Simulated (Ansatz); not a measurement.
# ScH5: the cost of one run

Computed with Ansatz 0.2.0 (DFT PBE, scalar-relativistic, plane waves, PAW, unless a step's input says otherwise).

## Step 1: The starting structure

It takes space group P6/mmm (No. 191, hexagonal). Conventional cell: a = 3.681 Å, b = 3.681 Å, c = 4.081 Å, α = 90.00°, β = 90.00°, γ = 120.00°. Sc (site symmetry 6/mmm) has 14 H at 2.04 to 2.34 Å in its first shell of neighbours. H (site symmetry 3m) is surrounded by 8 H at 1.95 to 2.38 Å and 3 Sc at 2.34 Å. Around H (site symmetry 6/mmm) lie 2 Sc at 2.04 Å.

As a file:

```
CELL_PARAMETERS angstrom
3.68120 0.00000 0.00000
-1.84060 3.18801 0.00000
0.00000 0.00000 4.08113
ATOMIC_POSITIONS crystal
Sc 0.00000 0.00000 0.50000
H 0.33333 0.66667 0.73886
H 0.66667 0.33333 0.73886
H 0.66667 0.33333 0.26114
H 0.33333 0.66667 0.26114
H 0.00000 0.00000 0.00000
```

Recipe of the guess: random cell by space group and Wyckoff sites (P6/mmm, No. 191). The dimensions are guesses.

## Step 2: A first look at the guess

The input, input.yaml:

```yaml
crystal:
  lattice:
    - [3.68119637, 0.0, 0.0]
    - [-1.84059818, 3.18800957, 0.0]
    - [0.0, 0.0, 4.08113251]
  atoms:
    - { symbol: Sc, position: [0.0, 0.0, 0.5] }
    - { symbol: H, position: [0.33333333, 0.66666667, 0.73886174] }
    - { symbol: H, position: [0.66666667, 0.33333333, 0.73886174] }
    - { symbol: H, position: [0.66666667, 0.33333333, 0.26113826] }
    - { symbol: H, position: [0.33333333, 0.66666667, 0.26113826] }
    - { symbol: H, position: [0.0, 0.0, 0.0] }
basis:
  ecutwfc: 420
kpoints:
  mp_grid: { grid: [6, 6, 4] }
hamiltonian:
  xc: pbe
scf:
  occupations: { method: gaussian, width: 0.1 }
  lower_state_search: "off"
output:
  forces: true
  stress: true
  eigenvalues: true
```

The run is started by

```sh
ansatz run input.yaml --threads 1 --pin off --max-ram 2560MiB --backend cpu --events-out ev --progress --plain --runs-dir out
```

What time and memory should one allow on 1 thread of Intel Xeon at 2.50GHz (Skylake/Cascade Lake), shared host?

About 2.7 s, with a peak of 0.32 GiB.
